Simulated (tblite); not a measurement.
# C3H9FOSi3: the cost of one run

The runs use tblite 0.8.0 and PySCF 2.14.0, with density-fitted response routines of our own; the level of theory stands in each step. All values are computed, except where a source is named. Atoms are numbered from 0 throughout.

### 1 The molecule as given

17 atoms, charge 0, multiplicity 1; geometry from: force field or distance geometry start.

Bonds of the start (Å): C0–O1 1.43, O1–C2 1.44, C2–C3 1.28, C3–Si4 1.90, C3–Si5 1.78, Si5–F6 1.70, Si5–Si7 2.16, Si7–C2 1.80, C0–H8 1.12, C0–H9 1.12, C0–H10 1.10, Si4–H11 1.45, Si4–H12 1.46, Si4–H13 1.45, Si5–H14 1.49, Si7–H15 1.48, Si7–H16 1.49.

### 2 Optimising the geometry with GFN2-xTB

What the job is given:

```
{"job": {"kind": "relax", "xc": "GFN2-xTB", "basis": "xTB"}, "charge": 0, "multiplicity": 1}
C      2.228600    -0.345800    -1.098600
O      0.932000     0.122200    -1.476900
C      0.022400     0.533900    -0.433000
C     -0.768600    -0.225800     0.228900
Si    -0.928600    -2.113200     0.079900
Si    -1.612800     0.905600     1.307500
F     -1.251800     0.818700     2.964800
Si    -0.294400     2.192600     0.182800
H      2.802300    -0.627800    -2.022300
H      2.152200    -1.221700    -0.400000
H      2.751900     0.482600    -0.588200
H     -2.013000    -2.521400     0.951500
H     -1.286000    -2.339500    -1.317800
H      0.387700    -2.613800     0.420900
H     -3.076600     1.055400     1.104400
H      0.869200     2.784300     0.877100
H     -0.921700     3.125800    -0.791000
```

Run with:

```sh
OMP_NUM_THREADS=1 python probes_run.py task.json out
```

The driver reads the jobs from task.json and runs them one after another.

Q: Estimate the wall time and peak memory of this first job on 1 thread of Arm Neoverse N1, shared host.

About 2.4 s, with a peak of 0.18 GiB.
